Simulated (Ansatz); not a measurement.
# La2Si3: the cost of one run

Program: Ansatz 0.2.0. Level of theory: DFT r²SCAN, scalar-relativistic, plane waves, PAW. These are calculated values, not measurements.

2 further runs of the same task are left out: 2 set aside as unsound or not needed.

**1. The system as given**

It takes space group Imm2 (No. 44, orthorhombic). Conventional cell: a = 4.010 Å, b = 4.352 Å, c = 14.428 Å, α = 90.00°, β = 90.00°, γ = 90.00°. La (site symmetry mm2) has 8 Si at 3.13 to 3.30 Å as nearest neighbours. La (site symmetry mm2) is surrounded by 10 Si at 3.17 to 3.28 Å. Around Si (site symmetry mm2) lie 1 Si at 2.33 Å and 6 La at 3.13 to 3.19 Å. Si (site symmetry mm2) has 2 Si at 2.40 Å and 6 La at 3.18 to 3.28 Å as nearest neighbours. Si (site symmetry mm2) has 3 Si at 2.33 to 2.40 Å and 6 La at 3.17 to 3.30 Å as nearest neighbours.

Coordinates:

```xyz
5
Lattice="-2.0050 2.1762 7.2138 2.0050 -2.1762 7.2138 2.0050 2.1762 -7.2138" Properties=species:S:1:pos:R:3 pbc="T T T"
La    0.0000    0.0000    9.0219
La    0.0000    2.1762    5.4250
Si    2.0050    0.0000    6.6218
Si    0.0000    0.0000    2.9761
Si    2.0050    0.0000    4.2911
```

The cell is the database one, not relaxed. An earlier run on this cell at r²SCAN gave 0.15 GPa at 25.181 Å³/atom (10×10×10 mesh), no gap.

**2. Bands on a fine mesh, Fermi surface**

input.yaml reads:

```yaml
crystal:
  lattice:
    - [-2.0050269014, 2.1761759119, 7.2138205377]
    - [2.0050269014, -2.1761759119, 7.2138205377]
    - [2.0050269014, 2.1761759119, -7.2138205377]
  atoms:
    - { symbol: La, position: [0.62532013, 0.62532013, 0.0] }
    - { symbol: La, position: [0.87601303, 0.37601303, 0.5] }
    - { symbol: Si, position: [0.45896852, 0.95896852, 0.5] }
    - { symbol: Si, position: [0.20627463, 0.20627463, 0.0] }
    - { symbol: Si, position: [0.29742469, 0.79742469, 0.5] }
basis:
  ecutwfc: 500
  ecutrho_ratio: 4
kpoints:
  mp_grid: { grid: [10, 10, 10] }
hamiltonian:
  xc: r2scan
scf:
  occupations: { method: gaussian, width: 0.05 }
output:
  forces: true
  stress: true
  eigenvalues: true
  eigenstates:
    nscf_kmesh: { grid: [16, 16, 16] }
    de_dk: true
    e_range: [-2.5, 2.5]
  write_density: true
  write_potential: true
  elf: true
  volumetric_format: npy
```

On the command line:

```console
$ ansatz run input.yaml --threads 8 --pin off --max-ram 15360MiB --backend cpu --events-out ev --progress --plain --runs-dir out
```

Q: Estimate wall time and peak memory on 8 threads of Arm Neoverse V1, shared host.

About 65 s, with a peak of 1.8 GiB.
